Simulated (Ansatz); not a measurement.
# VW2C3 (Immm) in Ansatz: notebook

Runs on VW2C3. Level: PBEsol. Tasks: single point.

Everything below comes from runs of Ansatz 0.2.0. Logs are shortened: lines on timing, memory, paths and dates and some standing lists are left out, and cuts for length are marked.

## (1) The crystal as given

It takes space group Immm (No. 71, orthorhombic). Conventional cell: a = 3.049 Å, b = 4.324 Å, c = 9.170 Å, α = 90.00°, β = 90.00°, γ = 90.00°. W (site symmetry mm2) has 6 C at 2.15 to 2.20 Å as nearest neighbours. V (site symmetry mmm) has 6 C at 2.12 to 2.16 Å as nearest neighbours. C (site symmetry mm2) is surrounded by 2 V at 2.12 Å and 4 W at 2.16 to 2.20 Å. C (site symmetry mmm) has 4 W at 2.15 Å and 2 V at 2.16 Å as nearest neighbours.

The cell comes from a database or a generator and needn't be the stable form of this composition.

## (2) Single point, PBEsol, collinear spin, random start

input.yaml

```yaml
crystal:
  lattice:
    - [-1.524485, 2.16193, 4.585029]
    - [1.524485, -2.16193, 4.585029]
    - [1.524485, 2.16193, -4.585029]
  atoms:
    - { symbol: W, position: [0.834017, 0.334017, 0.5] }
    - { symbol: W, position: [0.165983, 0.665983, 0.5] }
    - { symbol: V, position: [0.5, 0.0, 0.5], spin: -1.33 }
    - { symbol: C, position: [0.339039, 0.339039, 0.0] }
    - { symbol: C, position: [0.660961, 0.660961, 0.0] }
    - { symbol: C, position: [0.0, 0.0, 0.0] }
hamiltonian:
  xc: pbesol
  pseudopotentials: { kind: paw }
magnetization:
  spin_polarized: true
kpoints:
  mp_grid: { grid: [11, 11, 11] }
scf:
  occupations: { method: fermi_dirac, width: 0.05 }
output:
  forces: true
  stress: true
  eigenvalues: true
```

Potentials or basis: Ansatz PAW.

Run with:

```bash
> ansatz run input.yaml --threads 2 --pin off --max-ram 5632MiB --backend cpu --events-out ev --progress --plain --runs-dir out
```

What it wrote:

```text
Warning: RAYON_NUM_THREADS=2 ignored (pool sized by the plan → 2); use --threads N
basis.fft_grid_basis auto: the FFT boxes are laid along the combinations [[1, 0, 1], [0, 1, 1], [0, 0, 1]] of the cell's own vectors, 4.324, 3.049 and 5.293 Å long. The dense box has 30×24×36 points. Along the cell's own vectors, as sized, it would have 36×36×36, 1.80 times as many. Of the 8 symmetry operations that the crystal satisfies within crystal.symmetry.tolerance (time reversal apart; of a slab, those that keep its plane) the dense box along the cell's own vectors carries 8, and the one as laid loses 6 of those. basis.fft_grid_basis: typed keeps the cell's own vectors: state it where this run's energies or levels are differenced outside the engine with another run's, or held beside a run that keeps those vectors.
Engine: ansatz 0.2.0, aarch64-unknown-linux-gnu
Pseudopotentials: kind: paw
Pseudopotential: W, paw, valence charge 14, recommended cutoff 420 eV (normal), W.paw.azcp
Pseudopotential: V, paw, valence charge 13, recommended cutoff 420 eV (normal), V.paw.azcp
Pseudopotential: C, paw, valence charge 4, recommended cutoff 420 eV (normal), C.paw.azcp
Functional definition: PBEsol
  exchange = pbesol_x
  correlation = pbesol_c
Crystal: 6 atoms, lattice volume = 60.446 Å³
Basis set: ecut = 420 eV, 1213 PW (Γ), FFT grids on a1+a3, a2+a3, a3, exchange–correlation on 60×48×72 points (8 copies of the dense FFT grid, shifted against one another)
Bands: 34, of which v1, the nominal top of the filled ones, is band 27 counted from 1 (26 counted from 0)
Symmetry: 8 space group operations
Space group: Immm (ITA 71), of the structure as read, at distance tolerance 3.9e-5 Å
Magnetic group: BNS 71.533 (UNI 631), of the structure as read, at distance tolerance 3.9e-5 Å
k-points: 216 of 1331
Non-local potential: W, projectors of the file, l = 0: 3, l = 1: 2, l = 2: 2, l = 3: 1
Non-local potential: V, projectors of the file, l = 0: 3, l = 1: 2, l = 2: 3, l = 3: 1
Non-local potential: C, projectors of the file, l = 0: 2, l = 1: 2, l = 2: 1
PAW form: soft (Blöchl's): semilocal exchange-correlation on the pseudo side does not see the compensation charge
PAW frozen core: W, regenerated for the run's functional, and the local potential with it (the file was generated under x = pbe(κ = 0.804, μ = 0.2195149727645171), c = pbe(β = 0.06672455060314922))
PAW frozen core: V, regenerated for the run's functional, and the local potential with it (the file was generated under x = pbe(κ = 0.804, μ = 0.2195149727645171), c = pbe(β = 0.06672455060314922))
PAW frozen core: C, regenerated for the run's functional, and the local potential with it (the file was generated under x = pbe(κ = 0.804, μ = 0.2195149727645171), c = pbe(β = 0.06672455060314922))
PAW one-centre angular grid: W, 590 points (default); XC on 64 Gauss nodes
PAW one-centre angular grid: V, 590 points (default); XC on 64 Gauss nodes
PAW one-centre angular grid: C, 110 points (default); XC on 64 Gauss nodes
Initial density: superposition of atomic densities (chi_scale 0.1, normalization cell, long waves kept (reshape's long-wave potential 0.00 eV rms))
[... 25 lines left out ...]
SCF converged after 14 iterations
an eigenvalue changed by more than its tolerance at an iteration that met the thresholds in force, so the SCF went on 1 time: the last check found none over its tolerance
Magnetization: -0.0000 μB (26.5000 up, 26.5000 down)
Absolute magnetization: 0.0000 μB (∫|ρ↑−ρ↓|, with the PAW one-centre terms)
Spin contamination: 0.0000 ħ² per cell (⟨S²⟩ above its minimum at these occupations)
Per-site moments (μB) at R_I (Å): [(1.3974284297357164e-7, 0.8886252444971336), (1.3974284299101266e-7, 0.8886252444971336), (-3.520349481394883e-6, 0.8753065900047541), (1.4286578840403988e-8, 0.8753065900047541), (1.4286578868532224e-8, 0.8753065900047541), (5.8268519147989136e-8, 0.8886252444971336)]
Free energy (F): -24138.921768 eV
Harris-Foulkes:  -24138.921768 eV  (|F-HF|=7.24e-9)
Internal energy: -24138.896275 eV  (E = F + TS)
E sigma→0 (E₀):  -24138.909021 eV
Entropy (-TS):   -0.025494 eV (-4.249 meV/atom)
Fermi energy:    20.197931 eV
--- Per-component energies (eV) ---
  E_band       = -245.412120
  E_kinetic    = 1507.150561
  E_local      = -2280.506423  (includes V_loc(G=0)·N_el)
  E_nonlocal   = 38.232515
  E_hartree    = 891.498262
  E_xc         = -805.977636
  E_vxc        = -824.013225  (∫ρ·V_xc dr)
  E_paw        = -18242.356419  (= ΣΔE_a)
  E_vpaw       = -469.274349  (= ΣTr[D̂ρ^β])
  E_aug_tail   = 0.000139  (compensation charges beyond the density's cutoff)
  E_ewald      = -5247.593838
  E_core_change = 0.656565  (= ΣΔE_core)
  E_smearing   = -0.025494  (= −TS)
  E_closure    = 0.000000  (closes the sum)
  Σ components = -24138.921768   (vs F -24138.921768, Δ=0.00e0)
--- Forces (eV/Å), atoms counted from 1 ---
  atom   1  W      0.00000000     0.00000000    -0.05747894
  atom   2  W      0.00000000     0.00000000     0.05747894
  atom   3  V      0.00000000    -0.00000000     0.00000000
  atom   4  C      0.00000000     0.00000000    -0.04425201
  atom   5  C      0.00000000    -0.00000000     0.04425201
  atom   6  C      0.00000000     0.00000000     0.00000000
  max |Σ_I F_I| component: 6.94e-18 eV/Å
--- Stress (GPa, compression-positive) ---
       -9.413330      -0.000000       0.000000
       -0.000000     -10.857516      -0.000000
        0.000000      -0.000000      -9.832317
  P = ⅓ Tr σ = -10.0344 GPa (-100.344 kbar)
--- Band table (eV; the first three rows and the last of 432) ---
  k-point 0 ↑: bands = ["-54.9759", "-54.9381", "-44.6561", "-19.4375", "-19.4104", "-19.1691", "-19.1657", "-19.1345", "-19.0463", "-18.6239", "-18.6116", "-18.5512", "4.9089", "8.0773", "8.7245", "12.5333", "13.4813", "14.1511", "14.8847", "14.9384", "15.6907", "17.9606", "18.0627", "18.0870", "19.5867", "19.5876", "19.7803", "19.7866", "19.7880", "20.0441", "20.1264", "20.8704", "21.4289", "22.1772"]
  k-point 1 ↑: bands = ["-54.9735", "-54.9381", "-44.6550", "-19.4393", "-19.4062", "-19.1903", "-19.1617", "-19.1274", "-19.0785", "-18.6232", "-18.6160", "-18.5645", "5.1340", "8.1294", "8.6648", "12.6704", "13.3040", "14.3874", "14.8081", "14.8644", "15.5075", "17.2939", "17.7228", "17.7586", "18.6017", "18.6272", "20.0499", "20.3176", "20.3432", "20.8591", "21.2313", "21.4099", "21.4653", "22.0911"]
  k-point 2 ↑: bands = ["-54.9670", "-54.9379", "-44.6520", "-19.4378", "-19.3906", "-19.2533", "-19.1853", "-19.1451", "-19.1060", "-18.6230", "-18.6215", "-18.5954", "5.7786", "8.2696", "8.5085", "12.9809", "13.0584", "14.4695", "14.7250", "14.9059", "15.2108", "15.8440", "16.5863", "16.6108", "18.9898", "18.9938", "20.4148", "20.6412", "20.6419", "20.7493", "20.9349", "22.1757", "22.4831", "23.1047"]
  k-point 215 ↓: bands = ["-54.9660", "-54.9456", "-44.6551", "-19.4458", "-19.3247", "-19.2495", "-19.1881", "-19.1132", "-19.0470", "-18.6600", "-18.6208", "-18.5606", "6.5271", "7.0133", "7.3720", "13.8798", "14.1232", "14.7139", "14.8978", "15.3589", "15.9437", "15.9882", "16.0847", "17.6075", "18.2188", "18.4819", "18.9589", "20.4563", "20.8157", "21.5463", "21.7697", "21.8553", "22.1406", "22.4482"]
```

Wall time 88 s (2 threads of Arm Neoverse N1, shared host); peak memory 0.85 GiB.

Results:

| Quantity | Value |
| --- | --- |
| Free energy | -24138.9218 eV |
| Pressure | -10.0 GPa |
| Largest force | 0.057 eV/Å |
| Band gap on the k mesh | none (metal or under the smearing width) |
| Net moment | 0.00 μB per cell |
| Absolute moment | 0.00 μB per cell |

Forces on the atoms (eV/Å):
```
W    0.000  0.000 -0.057
W    0.000  0.000  0.057
V    0.000  0.000  0.000
C    0.000  0.000 -0.044
C    0.000  0.000  0.044
C    0.000  0.000  0.000
```

Levels at points of the mesh, in eV from the Fermi level:
Spin up:
```tsv
k point	band 23	band 24	band 25	band 26	band 27	band 28	band 29	band 30	band 31	band 32
(0.00, 0.00, 0.00)	-2.14	-2.11	-0.61	-0.61	-0.42	-0.41	-0.41	-0.15	-0.07	0.67
```
Spin down:
```tsv
k point	band 24	band 25	band 26	band 27	band 28	band 29	band 30	band 31
(0.00, 0.00, 0.00)	-2.11	-0.61	-0.61	-0.42	-0.41	-0.41	-0.15	-0.07
```

Caveat: the pressure holds a Pulay correction of +0.3 GPa for the finite cutoff; the PAW data sets come from PBE, with cores solved anew for the run's functional, which leaves a small shift of forces and pressure; the starting moments weren't kept. Spin-orbit coupling is left out, which matters for the levels of W.

## (3) Single point, PBEsol, collinear spin, ferromagnetic start

Edit input.yaml of step 2 so:

```diff
@@ -8,3 +8,3 @@
     - { symbol: W, position: [0.165983, 0.665983, 0.5] }
-    - { symbol: V, position: [0.5, 0.0, 0.5], spin: -1.33 }
+    - { symbol: V, position: [0.5, 0.0, 0.5], spin: 3.5 }
     - { symbol: C, position: [0.339039, 0.339039, 0.0] }
@@ -25 +25,5 @@
   eigenvalues: true
+  write_density: true
+  write_potential: true
+  elf: true
+  volumetric_format: npy
```

Potentials or basis: Ansatz PAW.

Run with:

```bash
> ansatz run input.yaml --threads 2 --pin off --max-ram 5632MiB --backend cpu --events-out ev --progress --plain --runs-dir out
```

What it wrote:

```text
Warning: where an SCF of this run starts from atoms to list the orders of its open shells, V (site 2, from 0) starts with 3.00 μB on its 3d shell, in the place of the 3.50 μB that the deck gives it: its open shells can hold no more by Hund's first rule. To start from spheres of the given moment, type scf.initial_density.shell_occupations: []
Warning: RAYON_NUM_THREADS=2 ignored (pool sized by the plan → 2); use --threads N
Engine: ansatz 0.2.0, aarch64-unknown-linux-gnu
Pseudopotentials: kind: paw
Pseudopotential: W, paw, valence charge 14, recommended cutoff 420 eV (normal), W.paw.azcp
Pseudopotential: V, paw, valence charge 13, recommended cutoff 420 eV (normal), V.paw.azcp
Pseudopotential: C, paw, valence charge 4, recommended cutoff 420 eV (normal), C.paw.azcp
Functional definition: PBEsol
  exchange = pbesol_x
  correlation = pbesol_c
Crystal: 6 atoms, lattice volume = 60.446 Å³
Basis set: ecut = 420 eV, 1213 PW (Γ), exchange–correlation on 72×72×72 points (8 copies of the dense FFT grid, shifted against one another)
Bands: 35, of which v1, the nominal top of the filled ones, is band 27 counted from 1 (26 counted from 0)
Symmetry: 8 space group operations
Space group: Immm (ITA 71), of the structure as read, at distance tolerance 3.9e-5 Å
Magnetic group: BNS 71.533 (UNI 631), of the structure as read, at distance tolerance 3.9e-5 Å
k-points: 216 of 1331
Non-local potential: W, projectors of the file, l = 0: 3, l = 1: 2, l = 2: 2, l = 3: 1
Non-local potential: V, projectors of the file, l = 0: 3, l = 1: 2, l = 2: 3, l = 3: 1
Non-local potential: C, projectors of the file, l = 0: 2, l = 1: 2, l = 2: 1
PAW form: soft (Blöchl's): semilocal exchange-correlation on the pseudo side does not see the compensation charge
PAW frozen core: W, regenerated for the run's functional, and the local potential with it (the file was generated under x = pbe(κ = 0.804, μ = 0.2195149727645171), c = pbe(β = 0.06672455060314922))
PAW frozen core: V, regenerated for the run's functional, and the local potential with it (the file was generated under x = pbe(κ = 0.804, μ = 0.2195149727645171), c = pbe(β = 0.06672455060314922))
PAW frozen core: C, regenerated for the run's functional, and the local potential with it (the file was generated under x = pbe(κ = 0.804, μ = 0.2195149727645171), c = pbe(β = 0.06672455060314922))
PAW one-centre angular grid: W, 590 points (default); XC on 64 Gauss nodes
PAW one-centre angular grid: V, 590 points (default); XC on 64 Gauss nodes
PAW one-centre angular grid: C, 110 points (default); XC on 64 Gauss nodes
Initial density: superposition of atomic densities (chi_scale 0.1, normalization cell, long waves kept (reshape's long-wave potential 0.00 eV rms))
Starting moments: Σ|m| = 3.5 μB on 1 of 6 sites
Initial wavefunctions: pseudopotential atomic-orbital guess
[... 15 lines left out ...]
SCF iter  12: F=—  HF=-24138.921768 eV  |F-HF|=—  |Δ(HF+E_count)|=   1.70e-8  Δρ=2.28e-6 (↑2.28e-6 ↓2.11e-6)  dr2=1.52e-8  dr2_m=1.54e-11  M=-0.000 μB ∫|m|=0.000 μB  β_m=0.95  ethr=1.92e-10  ⟨swp⟩=2.0  Hψ=21247  notcnv=0  defer=361
iter 13 met the thresholds in force, and the SCF goes on: an eigenvalue changes by 0.90 meV, over its tolerance of 0.50 meV (output.eigenvalues, Limitations)
SCF iter  13: F=-24138.921768 eV  HF=-24138.921768 eV  |F-HF|=2.85e-8  |Δ(HF+E_count)|=  7.02e-10  Δρ=2.73e-6 (↑2.73e-6 ↓2.57e-6)  dr2=2.99e-8  dr2_m=4.86e-12  M=0.000 μB ∫|m|=0.000 μB  β_m=0.95  ethr=2.86e-11  ⟨swp⟩=9.7  Hψ=86227  notcnv=0
SCF iter  14: F=-24138.921768 eV  HF=-24138.921768 eV  |F-HF|=7.19e-9  |Δ(HF+E_count)|=   1.59e-9  Δρ=1.41e-6 (↑1.41e-6 ↓1.29e-6)  dr2=7.59e-9  dr2_m=2.01e-12  M=0.000 μB ∫|m|=0.000 μB  ethr=2.86e-11  ⟨swp⟩=5.0  Hψ=67297  notcnv=0
SCF 1 converged in 14 iterations: F = -24138.921768 eV  dr2 = 7.59e-9
WARN: the starting moments were not kept: the SCF closed with an absolute magnetisation of 6.3e-6 μB, where they sum to 3.5 μB in size (1 site). That is at most 0.1 of that sum. Measured as dr2_m measures the in/out step, that magnetisation stands 2.2e-11 eV from none, at or under the dr2_threshold of 1.0e-7 eV: it is no larger than a step whose dr2_m would equal this threshold. The system may hold no moment; this SCF shows only that its start led to no more than that. To try another start: raise the starting moments (crystal.atoms[].spin, magnetization.per_species, magnetization.initial_magnetization, or on a non-collinear deck that types none of these the spinor_matrix: blocks that start its atoms; where the total moment is fixed, keep their sum and leave initial_magnetization as it is; typed ones take the place of any that the run laid by itself, positive ones on a crystal's lanthanoids without a Hubbard term where scf.initial_density.shell_occupations: [] is typed) or, if the notice of its spin-set hold's release reads "site moments contracting" or "site moments show no strong build", lengthen the hold (scf.mixing.spin_hold: { on: { confirm: 4 } }; for m-r²SCAN on two components see the key's manual first). Each may lead to a state that holds a moment. A second SCF, from the converged charge density, with the starting moments and any scf.initial_density.shell_occupations laid on it anew, would have followed, and was not run: the deck does not ask for one (magnetization.retry_lost_moments is false, the default). To let it run, set magnetization.retry_lost_moments: true and run the deck again, where that key's refused combinations let it; where memory then withholds it, that run's warning says so.
SCF converged after 14 iterations
an eigenvalue changed by more than its tolerance at an iteration that met the thresholds in force, so the SCF went on 1 time: the last check found none over its tolerance
Magnetization: 0.0000 μB (26.5000 up, 26.5000 down)
Absolute magnetization: 0.0000 μB (∫|ρ↑−ρ↓|, with the PAW one-centre terms)
Spin contamination: 0.0000 ħ² per cell (⟨S²⟩ above its minimum at these occupations)
Per-site moments (μB) at R_I (Å): [(-2.9388781902565373e-8, 0.8886252444971336), (-2.938878193604716e-8, 0.8886252444971336), (4.2093396473089434e-6, 0.8753065900047541), (-2.3115631881758476e-7, 0.8753065900047541), (-2.3115631883723635e-7, 0.8753065900047541), (-2.0621291744163055e-7, 0.8886252444971336)]
Free energy (F): -24138.921768 eV
Harris-Foulkes:  -24138.921768 eV  (|F-HF|=7.19e-9)
Internal energy: -24138.896275 eV  (E = F + TS)
E sigma→0 (E₀):  -24138.909021 eV
Entropy (-TS):   -0.025494 eV (-4.249 meV/atom)
Fermi energy:    20.197930 eV
--- Per-component energies (eV) ---
  E_band       = -245.412133
  E_kinetic    = 1507.150567
  E_local      = -2280.506455  (includes V_loc(G=0)·N_el)
  E_nonlocal   = 38.232519
  E_hartree    = 891.498288
  E_xc         = -805.977635
  E_vxc        = -824.013224  (∫ρ·V_xc dr)
  E_paw        = -18242.356424  (= ΣΔE_a)
  E_vpaw       = -469.274351  (= ΣTr[D̂ρ^β])
  E_aug_tail   = 0.000139  (compensation charges beyond the density's cutoff)
  E_ewald      = -5247.593838
  E_core_change = 0.656565  (= ΣΔE_core)
  E_smearing   = -0.025494  (= −TS)
  E_closure    = 0.000000  (closes the sum)
  Σ components = -24138.921768   (vs F -24138.921768, Δ=0.00e0)
--- Forces (eV/Å), atoms counted from 1 ---
  atom   1  W      0.00000000     0.00000000    -0.05747480
  atom   2  W      0.00000000     0.00000000     0.05747480
  atom   3  V      0.00000000    -0.00000000     0.00000000
  atom   4  C      0.00000000     0.00000000    -0.04425287
  atom   5  C      0.00000000    -0.00000000     0.04425287
  atom   6  C      0.00000000     0.00000000     0.00000000
  max |Σ_I F_I| component: 6.94e-18 eV/Å
--- Stress (GPa, compression-positive) ---
       -9.413324      -0.000000       0.000000
       -0.000000     -10.857507      -0.000000
        0.000000      -0.000000      -9.832311
  P = ⅓ Tr σ = -10.0344 GPa (-100.344 kbar)
--- Band table (eV; the first three rows and the last of 432) ---
  k-point 0 ↑: bands = ["-54.9759", "-54.9381", "-44.6561", "-19.4375", "-19.4104", "-19.1691", "-19.1657", "-19.1345", "-19.0463", "-18.6239", "-18.6116", "-18.5512", "4.9089", "8.0773", "8.7245", "12.5333", "13.4813", "14.1511", "14.8847", "14.9384", "15.6907", "17.9606", "18.0627", "18.0870", "19.5867", "19.5876", "19.7803", "19.7866", "19.7880", "20.0441", "20.1264", "20.8704", "21.4289", "22.1772", "23.2876"]
  k-point 1 ↑: bands = ["-54.9735", "-54.9381", "-44.6550", "-19.4393", "-19.4062", "-19.1903", "-19.1617", "-19.1274", "-19.0785", "-18.6232", "-18.6161", "-18.5645", "5.1340", "8.1294", "8.6648", "12.6704", "13.3040", "14.3874", "14.8081", "14.8644", "15.5075", "17.2939", "17.7228", "17.7586", "18.6017", "18.6272", "20.0499", "20.3176", "20.3432", "20.8591", "21.2313", "21.4099", "21.4653", "22.0911", "22.8691"]
  k-point 2 ↑: bands = ["-54.9670", "-54.9379", "-44.6520", "-19.4378", "-19.3906", "-19.2533", "-19.1853", "-19.1451", "-19.1060", "-18.6230", "-18.6215", "-18.5954", "5.7786", "8.2696", "8.5085", "12.9809", "13.0584", "14.4695", "14.7250", "14.9059", "15.2108", "15.8440", "16.5863", "16.6108", "18.9898", "18.9938", "20.4148", "20.6412", "20.6419", "20.7493", "20.9349", "22.1757", "22.4831", "23.1047", "23.2276"]
  k-point 215 ↓: bands = ["-54.9660", "-54.9456", "-44.6551", "-19.4458", "-19.3247", "-19.2495", "-19.1881", "-19.1132", "-19.0470", "-18.6600", "-18.6208", "-18.5606", "6.5271", "7.0133", "7.3720", "13.8798", "14.1232", "14.7139", "14.8978", "15.3589", "15.9437", "15.9882", "16.0847", "17.6075", "18.2188", "18.4819", "18.9590", "20.4563", "20.8157", "21.5463", "21.7697", "21.8553", "22.1406", "22.4482", "22.4618"]
```

It took 1.9 min on 2 threads of Arm Neoverse N1, shared host; peak memory 0.87 GiB.

Results:

```
Free energy            : -24138.9218 eV
Pressure               : -10.0 GPa
Largest force          : 0.057 eV/Å
Band gap on the k mesh : none (metal or under the smearing width)
Net moment             : 0.00 μB per cell
Absolute moment        : 0.00 μB per cell
```

Forces in eV/Å, atoms in the order of the input:
```
W    0.000  0.000 -0.057
W    0.000  0.000  0.057
V    0.000  0.000  0.000
C    0.000  0.000 -0.044
C    0.000  0.000  0.044
C    0.000  0.000  0.000
```

Levels at points of the mesh, in eV from the Fermi level:
Spin up:
```tsv
k point	band 24	band 25	band 26	band 27	band 28	band 29	band 30	band 31
(0.00, 0.00, 0.00)	-2.11	-0.61	-0.61	-0.42	-0.41	-0.41	-0.15	-0.07
```
Spin down:
```csv
k point,band 24,band 25,band 26,band 27,band 28,band 29,band 30,band 31
"(0.00, 0.00, 0.00)",-2.11,-0.61,-0.61,-0.42,-0.41,-0.41,-0.15,-0.07
```

Caveat: the pressure holds a Pulay correction of +0.3 GPa for the finite cutoff; the PAW data sets come from PBE, with cores solved anew for the run's functional, which leaves a small shift of forces and pressure; the starting moments weren't kept.
